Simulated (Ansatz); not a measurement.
**BrClF₂Ti: a ladder of functionals and wavefunction methods**

One table from this session's results is given with a row withheld; the runs are named, their logs left out.

The runs use Ansatz 0.2.0, Gaussian basis; functionals in def2-TZVPP, the program's frozen cores in correlated methods.

Levels to be run: LDA (SPW92), PBE-D4, revPBE-D4, BLYP-D4, r2SCAN-D4, B97M-V, PBE0-D4, B3LYP-D4, r2SCANh-D4, r2SCAN0-D4, HSE06-D4, BHLYP-D4, CAM-B3LYP-D4, LC-ωPBE, ωB97X-V, ωB97M-V, B2PLYP, PBE-QIDH; CCSD(T)/def2-SVP; CCSD(T)/def2-TZVPP; MP2/def2-QZVPP; extrapolation to the limit; RPA on PBE.

## The relaxed structure

An earlier PBE0-D4 in a triple-zeta def2 set relaxation fixed the geometry.

SMILES `[F][Ti]([F])([Cl])[Br]`, 5 atoms, charge 0, spin multiplicity 1.

Atoms are counted from 1 here; the program's logs count them from 0.

Bond lengths: F1–Ti2 1.733 Å, Ti2–F3 1.733 Å, Ti2–Cl4 2.169 Å, Ti2–Br5 2.326 Å. Angles: F1–Ti2–F3 109.2°, F1–Ti2–Cl4 109.6°, F1–Ti2–Br5 109.4°, F3–Ti2–Cl4 109.6°, F3–Ti2–Br5 109.4°, Cl4–Ti2–Br5 109.7°.

The first run:

in.yaml

```yaml
crystal:
  periodic: [false, false, false]
  atoms:
    - {symbol: F, position_ang: [-0.057267, -0.294264, 1.771856]}
    - {symbol: Ti, position_ang: [0.065835, -0.100039, 0.054066]}
    - {symbol: F, position_ang: [1.426030, -1.003281, -0.527057]}
    - {symbol: Cl, position_ang: [-1.746242, -0.827128, -0.890871]}
    - {symbol: Br, position_ang: [0.361545, 2.151013, -0.449394]}
basis:
  gaussian: {orbitals: def2-TZVPP}
hamiltonian: {xc: lda}
output: {orbitals: {seedname: orbitals}}
```

Steps of the session up to this table: LDA; PBE-D4 (GGA); revPBE-D4 (GGA); BLYP-D4 (GGA); r2SCAN-D4 (meta-GGA); B97M-V (meta-GGA); PBE0-D4 (hybrid); B3LYP-D4 (hybrid); r2SCANh-D4 (hybrid); r2SCAN0-D4 (hybrid); HSE06-D4 (hybrid); BHLYP-D4 (hybrid); CAM-B3LYP-D4 (range-separated); LC-ωPBE-D4 (range-separated; the results give it without D4); ωB97X-V (range-separated); ωB97M-V (range-separated); B2PLYP (double hybrid); PBE-QIDH (double hybrid).

One table of the session follows, with a row left open; its other results are not shown here.

It belongs to the step «Orbital energies across the functionals». 

```
  functional  HOMO (eV)  LUMO (eV)  gap (eV)
 LDA (SPW92)      -8.20      -4.66      3.54
      PBE-D4      -8.01      -4.40      3.60
   revPBE-D4      -7.94      -4.32      3.62
     BLYP-D4      -7.84      -4.30      3.54
   r2SCAN-D4      -8.37      -4.42      3.95
      B97M-V      -8.42      -4.41      4.01
     PBE0-D4      -9.31      -3.61      5.70
    B3LYP-D4      -9.05      -3.85      5.20
  r2SCANh-D4      -8.84      -4.10      4.74
  r2SCAN0-D4      -9.56      -3.60      5.95
    HSE06-D4      -8.92      -3.99      4.93
    BHLYP-D4     -10.46      -2.62      7.84
CAM-B3LYP-D4     -10.60      -2.57      8.03
     LC-ωPBE     -11.95      -1.51     10.44
     ωB97X-V     -11.59      -1.48     10.11
     ωB97M-V          ?          ?         ?
```

Estimate the missing values for ωB97M-V.

**Answer.** HOMO (eV): -11.45; LUMO (eV): -1.46; gap (eV): 9.99. In the column «HOMO (eV)» it lies between ωB97X-V (-11.59) and CAM-B3LYP-D4 (-10.60).
